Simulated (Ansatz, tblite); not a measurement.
# In10N11 wurtzite off rod (In10N11H28+): one state, many levels

An exercise on one series of results from a longer session: the logs are not shown, and one member is left open.

Computed with Ansatz 0.2.0, Gaussian basis. Level: as each input shows.

Plan: GFN1-xTB, GFN2-xTB, PBE-D4/def2-SVP, r2SCAN-D4/def2-SVP, r2SCAN0-D4/def2-SVP, LDA/def2-SVP, r2SCANh-D4/def2-SVP, r2SCAN-D4/def2-mTZVP, MP2/def2-SVP, RPA/def2-SVP.

4 further runs of the same task are left out: 4 set aside as unsound or not needed.

## The geometry

The singlet was relaxed beforehand with r2SCAN-D4/def2-SVP.

49 atoms, charge 1, spin multiplicity 1.

Bond lengths: In1–N2 2.222 Å, In1–N3 2.143 Å, In1–N13 2.221 Å, In1–H22 1.713 Å, N2–In9 2.222 Å, N2–H23 1.027 Å, N2–H24 1.026 Å, N3–In4 2.192 Å, N3–In14 2.200 Å, N3–H25 1.030 Å, In4–N6 2.160 Å, In4–N10 2.192 Å, In4–H26 1.732 Å, In5–N6 2.178 Å, In5–N7 2.191 Å, In5–N15 2.164 Å, In5–H27 1.728 Å, N6–In11 2.178 Å and more. Angles: N2–In1–N3 102.9°, N2–In1–N13 97.8°, N2–In1–H22 113.1°, N3–In1–N13 103.2°, N3–In1–H22 123.4°, N13–In1–H22 113.1°, In1–N2–In9 123.0°, In1–N2–H23 106.2°, In1–N2–H24 108.3°, In9–N2–H23 106.2°, In9–N2–H24 108.3°, H23–N2–H24 103.3°, In1–N3–In4 112.2°, In1–N3–In14 111.7°, In1–N3–H25 103.8°, In4–N3–In14 118.8°, In4–N3–H25 104.3°, In14–N3–H25 104.1° and more.

In takes a core potential in the def2 sets. No spin-orbit coupling is included. The ion is computed in the gas phase, without counter-ions or solvent.

PBE0-D4/def2-SVP was run before; its log isn't repeated, and its numbers join the tables.

Set-up of the first run:

Tight binding, by tblite at 300 K electronic temperature and without a spin-polarisation term:

```python
tblite.interface.Calculator('GFN1-xTB', numbers, positions, charge=1, uhf=0).singlepoint()
```

Tight binding, by tblite at 300 K electronic temperature and without a spin-polarisation term:

```python
tblite.interface.Calculator('GFN2-xTB', numbers, positions, charge=1, uhf=0).singlepoint()
```

start.molden holds the orbitals of an earlier run on this state, given as this run's starting guess.

in.yaml

```yaml
crystal:
  periodic: [false, false, false]
  atoms:
    - {symbol: In, position_ang: [0.197323, -2.137012, -3.360147]}
    - {symbol: N, position_ang: [-1.474512, -0.846014, -4.050759]}
    - {symbol: N, position_ang: [0.181341, -1.843639, -1.237459]}
    - {symbol: In, position_ang: [-1.708899, -0.984636, -0.534324]}
    - {symbol: In, position_ang: [0.171047, -2.064854, 2.313893]}
    - {symbol: N, position_ang: [-1.511294, -0.872541, 1.614045]}
    - {symbol: N, position_ang: [0.174646, -1.761149, 4.484047]}
    - {symbol: In, position_ang: [-1.758484, -1.018340, 5.357681]}
    - {symbol: In, position_ang: [-1.753568, 1.246567, -3.356578]}
    - {symbol: N, position_ang: [-1.505533, 1.082620, -1.234417]}
    - {symbol: In, position_ang: [-1.698788, 1.179824, 2.317180]}
    - {symbol: N, position_ang: [-1.431397, 1.027656, 4.486757]}
    - {symbol: N, position_ang: [1.874144, -0.847173, -4.036895]}
    - {symbol: In, position_ang: [2.071767, -0.976196, -0.520747]}
    - {symbol: N, position_ang: [1.850402, -0.893273, 1.614438]}
    - {symbol: In, position_ang: [2.158542, 1.247765, -3.345662]}
    - {symbol: N, position_ang: [0.202301, 2.052573, -4.033593]}
    - {symbol: N, position_ang: [1.879790, 1.084594, -1.232970]}
    - {symbol: In, position_ang: [0.193341, 2.282454, -0.517516]}
    - {symbol: In, position_ang: [2.018032, 1.160566, 2.439360]}
    - {symbol: N, position_ang: [0.156260, 2.046472, 1.617355]}
    - {symbol: H, position_ang: [0.199924, -3.683650, -4.097285]}
    - {symbol: H, position_ang: [-2.339757, -1.345132, -3.810290]}
    - {symbol: H, position_ang: [-1.479301, -0.847615, -5.076981]}
    - {symbol: H, position_ang: [0.183729, -2.801072, -0.856683]}
    - {symbol: H, position_ang: [-3.088308, -1.779265, -1.215747]}
    - {symbol: H, position_ang: [0.102726, -3.728392, 1.850847]}
    - {symbol: H, position_ang: [-2.343605, -1.352517, 1.984689]}
    - {symbol: H, position_ang: [0.435842, -2.635624, 4.950285]}
    - {symbol: H, position_ang: [0.913544, -1.096199, 4.739066]}
    - {symbol: H, position_ang: [-2.985441, -1.723832, 4.365430]}
    - {symbol: H, position_ang: [-1.554900, -0.902807, 7.057940]}
    - {symbol: H, position_ang: [-3.091488, 2.024616, -4.091472]}
    - {symbol: H, position_ang: [-2.332424, 1.564002, -0.852057]}
    - {symbol: H, position_ang: [-3.172900, 1.955390, 1.856865]}
    - {symbol: H, position_ang: [-2.055660, 1.692057, 4.954930]}
    - {symbol: H, position_ang: [-0.484891, 1.332266, 4.740737]}
    - {symbol: H, position_ang: [1.889617, -0.852805, -5.063050]}
    - {symbol: H, position_ang: [2.735620, -1.347587, -3.785478]}
    - {symbol: H, position_ang: [3.439090, -1.777453, -1.222934]}
    - {symbol: H, position_ang: [2.686972, -1.370494, 1.978047]}
    - {symbol: H, position_ang: [3.494780, 2.019183, -4.088784]}
    - {symbol: H, position_ang: [0.204234, 2.070891, -5.059715]}
    - {symbol: H, position_ang: [0.201085, 3.048327, -3.780123]}
    - {symbol: H, position_ang: [2.696252, 1.554830, -0.815515]}
    - {symbol: H, position_ang: [0.184583, 3.868261, -1.217420]}
    - {symbol: H, position_ang: [1.762701, 1.010948, 4.158508]}
    - {symbol: H, position_ang: [3.348515, 1.928344, 1.630277]}
    - {symbol: H, position_ang: [0.163012, 3.009088, 1.982224]}
basis:
  gaussian: {orbitals: def2-SVP, fitting: {mean_field: def2-universal-jkfit}, initial_orbitals: start.molden}
total_charge: 1
hamiltonian: {xc: pbe, dispersion: d4}
scf: {omitted_lower_state_checks: [starts]}
output: {forces: true, orbitals: {seedname: orbitals}}
```

Run with:

```
ansatz run in.yaml --threads 2 --pin off --events-out ev --progress --plain --max-ram 32768MiB --backend cuda --devices 0, --max-vram 18GiB
```

Steps of the session up to this table: PBE-D4/def2-SVP; r2SCAN-D4/def2-SVP; r2SCAN0-D4/def2-SVP; LDA/def2-SVP; r2SCANh-D4/def2-SVP; r2SCAN-D4/def2-mTZVP; MP2/def2-SVP; RPA/def2-SVP.

One of the session's tables, all rows but one given; the rest of the session is left out.

It belongs to the step «Levels side by side». 

| level | HOMO (eV) | LUMO (eV) | gap (eV) |
| --- | --- | --- | --- |
| LDA/def2-SVP | -8.75 | -4.69 | 4.06 |
| PBE-D4/def2-SVP | -8.65 | -4.54 | 4.10 |
| r2SCAN-D4/def2-SVP | -8.90 | -4.32 | 4.57 |
| r2SCAN-D4/def2-mTZVP | ? | ? | ? |
| r2SCANh-D4/def2-SVP | -9.33 | -4.01 | 5.32 |
| PBE0-D4/def2-SVP | -9.80 | -3.66 | 6.14 |
| r2SCAN0-D4/def2-SVP | -9.97 | -3.53 | 6.45 |

Estimate the missing values for r2SCAN-D4/def2-mTZVP.

As computed: HOMO (eV): -8.95; LUMO (eV): -4.51; gap (eV): 4.44. In the column «HOMO (eV)» it lies between r2SCANh-D4/def2-SVP (-9.33) and r2SCAN-D4/def2-SVP (-8.90).
